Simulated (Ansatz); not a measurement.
**CH₅BClGaO: one species, many methods**

Aim: compute CH₅BClGaO with functionals from several rungs and with coupled cluster, and see how far each lands from CCSD(T) at the basis-set limit for the atomisation energy.

The runs use Ansatz 0.2.0, Gaussian basis; functionals in def2-TZVPP, the program's frozen cores in correlated methods.

The runs, in order: LDA (SPW92), PBE-D4, revPBE-D4, BLYP-D4, r2SCAN-D4, B97M-V, PBE0-D4, B3LYP-D4, r2SCANh-D4, r2SCAN0-D4, HSE06-D4, BHLYP-D4, CAM-B3LYP-D4, LC-ωPBE, ωB97X-V, ωB97M-V, B2PLYP, PBE-QIDH; CCSD(T)/def2-SVP; CCSD(T)/def2-TZVPP; MP2/def2-QZVPP; extrapolation to the limit; RPA on PBE.

## 1. Structure used throughout

The geometry comes from an earlier relaxation with PBE0-D4 in a triple-zeta def2 set; it is a stationary point, not always the lowest conformer.

SMILES `B[CH](Cl)[GaH][OH]`, 10 atoms, charge 0, spin multiplicity 1.

Atoms are counted from 1 here; the program's logs count them from 0.

Bond lengths: B1–C2 1.569 Å, B1–H6 1.197 Å, B1–H7 1.194 Å, C2–Cl3 1.845 Å, C2–Ga4 1.967 Å, C2–H8 1.088 Å, Ga4–O5 1.787 Å, Ga4–H9 1.551 Å, O5–H10 0.959 Å. Angles: C2–B1–H6 119.2°, C2–B1–H7 119.7°, H6–B1–H7 120.8°, B1–C2–Cl3 75.5°, B1–C2–Ga4 118.5°, B1–C2–H8 117.0°, Cl3–C2–Ga4 111.6°, Cl3–C2–H8 105.8°, Ga4–C2–H8 118.5°, C2–Ga4–O5 116.9°, C2–Ga4–H9 126.6°, O5–Ga4–H9 116.3°, Ga4–O5–H10 115.2°.

## 2. LDA

This LDA is Slater exchange with PW92 correlation.

File in.yaml:

```yaml
crystal:
  periodic: [false, false, false]
  atoms:
    - {symbol: B, position_ang: [1.303121, -0.544209, 0.924991]}
    - {symbol: C, position_ang: [0.191781, -0.663960, -0.175768]}
    - {symbol: Cl, position_ang: [-0.219058, -1.989818, 1.039816]}
    - {symbol: Ga, position_ang: [-1.209531, 0.714673, -0.246564]}
    - {symbol: O, position_ang: [-1.151140, 1.859106, -1.617857]}
    - {symbol: H, position_ang: [1.135692, 0.202770, 1.845215]}
    - {symbol: H, position_ang: [2.345557, -1.107755, 0.777462]}
    - {symbol: H, position_ang: [0.461554, -1.178300, -1.095383]}
    - {symbol: H, position_ang: [-2.324251, 0.956390, 0.804387]}
    - {symbol: H, position_ang: [-0.450624, 1.700004, -2.253198]}
basis:
  gaussian: {orbitals: def2-TZVPP}
hamiltonian: {xc: lda}
output: {orbitals: {seedname: orbitals}}
```

The runs that follow: PBE-D4 (GGA); revPBE-D4 (GGA); BLYP-D4 (GGA); r2SCAN-D4 (meta-GGA); B97M-V (meta-GGA); PBE0-D4 (hybrid); B3LYP-D4 (hybrid); r2SCANh-D4 (hybrid); r2SCAN0-D4 (hybrid); HSE06-D4 (hybrid); BHLYP-D4 (hybrid); CAM-B3LYP-D4 (range-separated); LC-ωPBE (range-separated); ωB97X-V (range-separated); ωB97M-V (range-separated); B2PLYP (double hybrid); PBE-QIDH (double hybrid); CCSD(T) in def2-SVP; CCSD(T) in def2-TZVPP; MP2 in def2-QZVPP; RPA on PBE orbitals.

**Question.** What will the summary of the whole plan be? Wanted: atomisation energy, CCSD(T)/CBS; farthest beyond LDA; mean size of error, GGA; mean size of error, meta-GGA; mean size of error, hybrid; mean size of error, range-separated; mean size of error, double hybrid; gap, smallest and largest; T1 diagnostic.

The runs gave:

| quantity | value |
| --- | --- |
| atomisation energy, CCSD(T)/CBS | 786.9 kcal/mol |
| functionals within 7.9 kcal/mol (1.0 %) | revPBE-D4, r2SCAN-D4, B97M-V, PBE0-D4, B3LYP-D4, r2SCANh-D4, HSE06-D4, CAM-B3LYP-D4, LC-ωPBE, ωB97X-V, ωB97M-V, PBE-QIDH |
| farthest beyond LDA | BHLYP-D4 (-29.6 kcal/mol) |
| mean size of error, GGA | 10.1 kcal/mol |
| mean size of error, meta-GGA | 3.2 kcal/mol |
| mean size of error, hybrid | 8.0 kcal/mol |
| mean size of error, range-separated | 1.3 kcal/mol |
| mean size of error, double hybrid | 7.2 kcal/mol |
| gap, smallest and largest | 4.50 eV (LDA (SPW92)), 11.68 eV (LC-ωPBE) |
| T1 diagnostic | 0.0139 |
| triples share of the correlation energy | 4.1 % |

LDA overbinds by 119.6 kcal/mol (15 %). PBE-D4 is off by +13.3 kcal/mol. Double hybrids carry the basis error of their MP2 part in triple zeta, and no dispersion term here, so their miss is partly the set-up's. The rungs range-separated, meta-GGA, double hybrid miss on average by less than the doubt on the reference (7.9 kcal/mol), so they tie. Misses under about 7.9 kcal/mol are within the doubt on the reference itself, which lacks core-valence correlation, relativity and higher excitations, and its outer-core shells are covered unevenly. Hartree-Fock recovers 72 % of the binding; the rest is correlation. CCSD(T) in def2-SVP is off by -46.7 kcal/mol, so the small basis spoils what the method gains. The gap grows from 4.5 to 11.7 eV across the functionals, mostly with the share of exact exchange. Correlated methods include outer-core shells of Ga, which these sets cover unevenly.
